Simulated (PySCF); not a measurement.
# C3H7F2NSi2: electronic excitations

What electronic excitations should C3H7F2NSi2 (`C#C[Si@@H](F)N[SiH2]CF`) show?

The runs use PySCF 2.14.0, with density-fitted response routines of our own; the level of theory stands in each step. All values are computed, except where a source is named. Atoms are numbered from 0 throughout.

## (1) The molecule as given

15 atoms, charge 0, multiplicity 1; geometry from: GFN2-xTB.

Bonds of the start (Å): C0–C1 1.20, C1–Si2 1.84, Si2–F3 1.61, Si2–N4 1.73, N4–Si5 1.73, Si5–C6 1.92, C6–F7 1.38, C0–H8 1.05, Si2–H9 1.46, N4–H10 1.01, Si5–H11 1.46, Si5–H12 1.47, C6–H13 1.09, C6–H14 1.09.

## (2) Excited states and response: CAM-B3LYP/def2-SVPD

Job settings and geometry (Å):

```
{"job": {"kind": "uv", "xc": "CAM-B3LYP", "basis": "def2-SVPD", "nstates": 8, "ntriplets": 3}, "charge": 0, "multiplicity": 1}
C      3.303764     1.197954     0.112181
C      2.604161     0.263637    -0.172508
Si     1.541197    -1.167166    -0.644693
F      2.000530    -2.466599     0.190654
N     -0.085026    -0.832900    -0.168284
Si    -0.888550     0.669995     0.103519
C     -2.757397     0.305318    -0.111324
F     -3.128605    -0.774958     0.669233
H      3.915618     2.014199     0.370245
H      1.673213    -1.552112    -2.042055
H     -0.626512    -1.652949     0.065561
H     -0.487457     1.626147    -0.928950
H     -0.659256     1.191868     1.454030
H     -3.381865     1.141829     0.205867
H     -3.028228     0.043729    -1.136700
```

Level: TDDFT CAM-B3LYP/def2-SVPD, vertical, gas phase, core orbitals frozen in the response.

Launch:

```
$ OMP_NUM_THREADS=1 python probes_run.py task.json out
```

The driver reads the jobs from task.json and runs them one after another.

What will the session give for the following? lowest singlet (CAM-B3LYP/def2-SVPD); brightest single state of those computed; lowest triplet; surface potential, 1st and 99th percentile. Wanted: lowest singlet; brightest single state of those computed; lowest triplet; surface potential, 1st and 99th percentile.

As calculated:

| quantity | value |
| --- | --- |
| lowest singlet (CAM-B3LYP/def2-SVPD) | 6.01 eV (206 nm), f = 0.000 |
| brightest single state of those computed | state 7, 7.63 eV, f = 0.022 |
| lowest triplet | 5.02 eV |
| surface potential, 1st and 99th percentile | -1.07 V and 1.71 V |

In words: The lowest singlet, at 6.01 eV, is HOMO−2→LUMO 0.57, HOMO−1→LUMO 0.19 and is dark; of the 8 states computed, the strongest absorption comes from state 7 at 7.63 eV. The lowest triplet lies 0.99 eV below the lowest singlet (triplets in Tamm-Dancoff, singlets in full TDDFT).
